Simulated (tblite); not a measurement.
# C6H12Si: the cost of one run

The runs use tblite 0.8.0 and PySCF 2.14.0, with density-fitted response routines of our own; the level of theory stands in each step. All values are computed, except where a source is named. Atoms are numbered from 0 throughout.

## 1. Starting geometry

19 atoms, charge 0, multiplicity 1; geometry from: force field or distance geometry start.

Bonds of the start (Å): C0–C1 1.31, C1–C2 1.33, C2–C3 1.45, C2–Si4 1.81, Si4–C5 1.87, C5–C6 1.53, C0–H7 1.06, C0–H8 1.06, C3–H9 1.12, C3–H10 1.12, C3–H11 1.10, Si4–H12 1.47, Si4–H13 1.50, C5–H14 1.10, C5–H15 1.14, C6–H16 1.10, C6–H17 1.10, C6–H18 1.13.

## 2. Optimising the geometry with GFN2-xTB

What the job is given:

```
{"job": {"kind": "relax", "xc": "GFN2-xTB", "basis": "xTB"}, "charge": 0, "multiplicity": 1}
C     -1.434300     2.290400    -0.180500
C     -1.418800     0.982100    -0.093900
C     -1.352600    -0.340700     0.014300
C     -2.628500    -1.026300     0.078700
Si     0.307000    -1.056100     0.037200
C      1.606000     0.244000     0.365100
C      2.945400    -0.091900    -0.292300
H     -1.464900     2.674300    -1.162700
H     -1.427700     2.806200     0.743000
H     -3.209700    -0.812500    -0.849900
H     -3.266300    -0.606200     0.903300
H     -2.580700    -2.120000     0.213800
H      0.387700    -2.031600     1.139100
H      0.630600    -1.828300    -1.205800
H      1.292200     1.255600     0.056700
H      1.792400     0.198700     1.486500
H      2.807600    -0.893500    -1.030800
H      3.351300     0.826300    -0.729800
H      3.653700    -0.461400     0.500600
```

Launch:

```
OMP_NUM_THREADS=1 python probes_run.py task.json out
```

This one command runs all jobs of the session in turn.

Q: Estimate the wall time and peak memory of this first job on 1 thread of Intel Xeon Platinum 8259CL at 2.50GHz, shared host.

About 1.9 s, with a peak of 0.18 GiB.
